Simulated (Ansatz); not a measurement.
# GaC (quartet): wave-function methods side by side at distance C1–Ga2 = 5.405 Å, aug-cc-pVDZ

How much of the correlation energy of GaC (quartet) does each wave-function method recover here?

Program: Ansatz 0.2.0, Gaussian basis. Level of theory: aug-cc-pVDZ, core rule «outside noble gas», up to 15 orbitals frozen. These are calculated values, not measurements.

The runs, in order: UHF; CCSD(T) on ROHF; CCSD(T) on UHF; BCCD(T) on ROHF; CISD; CCSDT(Q) on ROHF; CCSDT(Q) on UHF; CISDTQ; CCSDTQ on ROHF; CCSDTQ on UHF; CASSCF and MRCISD+Q, 5 electrons in 5 orbitals; CASSCF and NEVPT2, 5 electrons in 5 orbitals; CASSCF and MRCISD+Q, 7 electrons in 8 orbitals; CASSCF and NEVPT2, 7 electrons in 8 orbitals; Full CI.

### 1 The system

The geometry derives from a PBE0/def2-TZVP stationary point (not a proven minimum). One bond is set to the value named and the two fragments are kept rigid. No spin-orbit coupling is included. The filled d shell of Ga may be among the frozen orbitals whatever the setting's name suggests; the logs give the count.

2 atoms, charge 0, spin multiplicity 4.

Atoms are counted from 1 here; the program's logs count them from 0.

No contacts short enough for the rule that draws bonds.

### 2 UHF

in.yaml

```yaml
crystal:
  periodic: [false, false, false]
  atoms:
    - {symbol: C, position_ang: [0.000000, 0.000000, 0.000000]}
    - {symbol: Ga, position_ang: [0.000000, 0.000000, 5.405000]}
basis:
  gaussian: {orbitals: aug-cc-pVDZ}
magnetization: {spin_polarized: true, initial_magnetization: 3}
hamiltonian: {xc: hf}
output: {orbitals: {seedname: orbitals}}
```

Command:

```console
ansatz run in.yaml --threads 1 --pin off --events-out ev --progress --plain --max-ram 3956MiB --backend cpu
```

After this run come: CCSD(T) on ROHF; CCSD(T) on UHF; BCCD(T) on ROHF; CISD; CCSDT(Q) on ROHF; CCSDT(Q) on UHF; CISDTQ; CCSDTQ on ROHF; CCSDTQ on UHF; CASSCF and MRCISD+Q, 5 electrons in 5 orbitals; CASSCF and NEVPT2, 5 electrons in 5 orbitals; CASSCF and MRCISD+Q, 7 electrons in 8 orbitals; CASSCF and NEVPT2, 7 electrons in 8 orbitals; Full CI.

Q: Predict the results of all the runs planned. Wanted: FCI below the RHF energy; RMP2 from FCI; UMP2 from FCI; RCCSD from FCI; RCCSD(T) from FCI; UCCSD(T) from FCI; RCCSDT(Q) from FCI; UCCSDT(Q) from FCI; NEVPT2 pair from FCI.

As calculated:

| quantity | value |
| --- | --- |
| FCI below the RHF energy | -3.5534 eV |
| RMP2 from FCI | +1093.8 meV |
| UMP2 from FCI | +1077.7 meV |
| RCCSD from FCI | +81.7 meV |
| RCCSD(T) from FCI | +25.7 meV |
| UCCSD(T) from FCI | +21.4 meV |
| RCCSDT(Q) from FCI | +4.1 meV |
| UCCSDT(Q) from FCI | +0.6 meV |
| NEVPT2 pair from FCI | +848.2 meV |
| MRCISD+Q pair from FCI | -50.5 meV |
| levels within 1 kcal/mol (43 meV) | RCCSD(T), UCCSD(T), BCCD(T), RCCSDT, UCCSDT, CISDTQ, RCCSDT(Q), UCCSDT(Q), RCCSDTQ, UCCSDTQ |
| T1 diagnostic | 0.023 |
| effectively unpaired electrons | 3.23 |

**Reading.** RCCSD(T) lands +25.7 meV from the yardstick (0.7 % of the correlation energy). UCCSDTQ, MRCISD+Q pair fall below full CI: unrestricted runs freeze a spin-polarised core, another one than full CI's, and coupled cluster isn't variational. The occupations show some static correlation. Of the multireference levels listed MRCISD+Q pair comes nearest in total energy (-50.5 meV), which doesn't show that its space is the better one. These misses are within one basis, not against nature; the frozen cores of restricted and unrestricted runs differ, which can shift their rows.
